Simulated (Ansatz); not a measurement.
This script for the Ansatz DFT code, driven from Python starts 8 runs on CH6GeOS, SMILES [CH3][GeH]([OH])[SH]. What input does the engine get in each?

The script, `run_scan.py`:
```python
# -*- coding: utf-8 -*-
"""Potential curve of CH6GeOS along one bond."""

import ansatz as az
import numpy as np

GEOMETRY = """
C    -1.11490    0.48500   -0.68170
Ge    0.20770   -0.60420    0.08620
O     0.07940   -0.51150    1.85700
S     2.28300    0.11370   -0.58360
H    -2.16020    0.17320   -0.37860
H    -1.00930    1.59400   -0.36600
H    -1.07450    0.47830   -1.79580
H     0.03580   -2.04880   -0.37930
H     0.82810   -1.10600    2.23170
H     2.00800    1.37500    0.01310
"""


def main():
    geometry = az.Crystal.molecule()
    for line in GEOMETRY.strip().splitlines():
        symbol, *xyz = line.split()
        geometry = geometry.atom(symbol, [float(v) for v in xyz])

    symbols = [site.symbol for site in geometry.cartesian_sites]
    start = np.array([site.position_ang for site in geometry.cartesian_sites])
    axis = (start[4] - start[0]) / np.linalg.norm(start[4] - start[0])
    moving = [4]
    lengths, energies = [0.996, 1.042, 1.087, 1.132, 1.177, 1.223, 1.268, 1.336], []
    for length in lengths:
        xyz = start.copy()
        xyz[moving] += (length - np.linalg.norm(start[4] - start[0])) * axis
        point = az.Crystal.molecule()
        for symbol, place in zip(symbols, xyz):
            point = point.atom(symbol, place.tolist())
        setup = (
            point.calculation()
            .basis(gaussian="def2-SVP")
            .correlation("MP2")  # correlation on top of the mean field
            .accuracy("medium")
        )
        r = setup.run().report
        energies.append(r["free_energy_ev"])
        print(f"r = {length:6.3f} A  E = {energies[-1]:.5f} eV  <S^2> = {abs(r['mean_field']['state']['spin_squared']):.3f}")

    # quartic fit about the minimum
    fit = np.polynomial.Polynomial.fit(lengths, np.array(energies) - min(energies), 4).convert()
    roots = [r.real for r in fit.deriv().roots() if abs(r.imag) < 1e-9 and fit.deriv(2)(r.real) > 0]
    r_e = min(roots, key=lambda r: abs(r - lengths[int(np.argmin(energies))]))
    print(f"minimum of the fit at {r_e:.4f} A, force constant {fit.deriv(2)(r_e):.2f} eV/A^2")


if __name__ == "__main__":
    main()
```

Run 1:
```yaml
crystal:
  periodic: [false, false, false]
  atoms:
    - { symbol: C, position_ang: [-1.1149, 0.485, -0.6817] }
    - { symbol: Ge, position_ang: [0.2077, -0.6042, 0.0862] }
    - { symbol: O, position_ang: [0.0794, -0.5115, 1.857] }
    - { symbol: S, position_ang: [2.283, 0.1137, -0.5836] }
    - { symbol: H, position_ang: [-2.0345025368619885, 0.21069399120485222, -0.4150478150551338] }
    - { symbol: H, position_ang: [-1.0093, 1.594, -0.366] }
    - { symbol: H, position_ang: [-1.0745, 0.4783, -1.7958] }
    - { symbol: H, position_ang: [0.0358, -2.0488, -0.3793] }
    - { symbol: H, position_ang: [0.8281, -1.106, 2.2317] }
    - { symbol: H, position_ang: [2.008, 1.375, 0.0131] }
accuracy: medium
basis:
  gaussian:
    orbitals: def2-SVP
correlation:
  method: mp2
```

Run 2, against run 1:
```diff
-    - { symbol: H, position_ang: [-2.0345025368619885, 0.21069399120485222, -0.4150478150551338] }
+    - { symbol: H, position_ang: [-2.0769741399700723, 0.19802523979463454, -0.4027325535014552] }
```

Run 3, against run 1:
```diff
-    - { symbol: H, position_ang: [-2.0345025368619885, 0.21069399120485222, -0.4150478150551338] }
+    - { symbol: H, position_ang: [-2.118522447358415, 0.18563189602376945, -0.3906850150250305] }
```

Run 4, against run 1:
```diff
-    - { symbol: H, position_ang: [-2.0345025368619885, 0.21069399120485222, -0.4150478150551338] }
+    - { symbol: H, position_ang: [-2.1600707547467577, 0.17323855225290435, -0.37863747654860586] }
```

Run 5, against run 1:
```diff
-    - { symbol: H, position_ang: [-2.0345025368619885, 0.21069399120485222, -0.4150478150551338] }
+    - { symbol: H, position_ang: [-2.201619062135101, 0.1608452084820392, -0.36658993807218115] }
```

Run 6, against run 1:
```diff
-    - { symbol: H, position_ang: [-2.0345025368619885, 0.21069399120485222, -0.4150478150551338] }
+    - { symbol: H, position_ang: [-2.244090665243185, 0.14817645707182153, -0.3542746765185026] }
```

Run 7, against run 1:
```diff
-    - { symbol: H, position_ang: [-2.0345025368619885, 0.21069399120485222, -0.4150478150551338] }
+    - { symbol: H, position_ang: [-2.2856389726315274, 0.13578311330095644, -0.34222713804207794] }
```

Run 8, against run 1:
```diff
-    - { symbol: H, position_ang: [-2.0345025368619885, 0.21069399120485222, -0.4150478150551338] }
+    - { symbol: H, position_ang: [-2.3484230815739124, 0.11705539382498248, -0.32402196878881395] }
```

```console
$ python run_scan.py
r =  0.996 A  E = -70460.60527 eV  <S^2> = 0.000
r =  1.042 A  E = -70460.77042 eV  <S^2> = 0.000
r =  1.087 A  E = -70460.83304 eV  <S^2> = 0.000
r =  1.132 A  E = -70460.81969 eV  <S^2> = 0.000
r =  1.177 A  E = -70460.74765 eV  <S^2> = 0.000
r =  1.223 A  E = -70460.62760 eV  <S^2> = 0.000
r =  1.268 A  E = -70460.47588 eV  <S^2> = 0.000
r =  1.336 A  E = -70460.20106 eV  <S^2> = 0.000
minimum of the fit at 1.1003 A, force constant 34.90 eV/A^2
```

Notes:
- These settings explore the input space; basis and method may be short of convergence.
- The rest of the molecule is held rigid at a force-field or estimated start geometry, and the basis set is modest; single-reference methods fail as a bond breaks.
- The orbitals are restricted, so S² is zero by construction.
- S² is that of the Hartree-Fock reference.
- Hardware and time: 21 s on 1 thread of Arm Neoverse V1, with other jobs on the host, peak memory 0.28 GiB.
